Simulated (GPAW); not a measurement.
Ti3S2:

```
Ti S
1.0
     2.71311    1.56642    3.23762
    -2.71311    1.56642    3.23762
     0.00000   -3.13283    3.23762
Ti S
3 2
Direct
  0.00000 0.33565 0.66434
  0.66434 0.00000 0.33565
  0.33565 0.66434 0.00000
  0.16784 0.16784 0.16784
  0.83216 0.83216 0.83216
```

The cell comes from a database or a generator and needn't be the stable form of this composition.

Base run:

- Program: GPAW 26.7.0
- Functional: PBEsol
- Potentials or basis: PAW data sets generated in the run's folder for this functional
- Cutoff: 600 eV
- Basis: pw
- k mesh: 6 × 6 × 6
- Occupations: fermi-dirac, width 0.05 eV
- Spin: no spin polarisation
- Hubbard terms: Ti d U = 4 eV

Its results: pressure -0.6 GPa; largest force 0.052 eV/Å.

Q: After a change of settings the same cell gave: pressure -1.6 GPa; largest force 0.027 eV/Å. Which change was it?
A. hubbard terms from Ti d U = 4 eV to Ti d U = 2 eV
B. hubbard terms from Ti d U = 4 eV to Ti d U = 3 eV
C. hubbard terms from Ti d U = 4 eV to none

A: B.

Caveats: U without spin polarisation on a metal has little footing.

Not every run made on this cell is shown here.
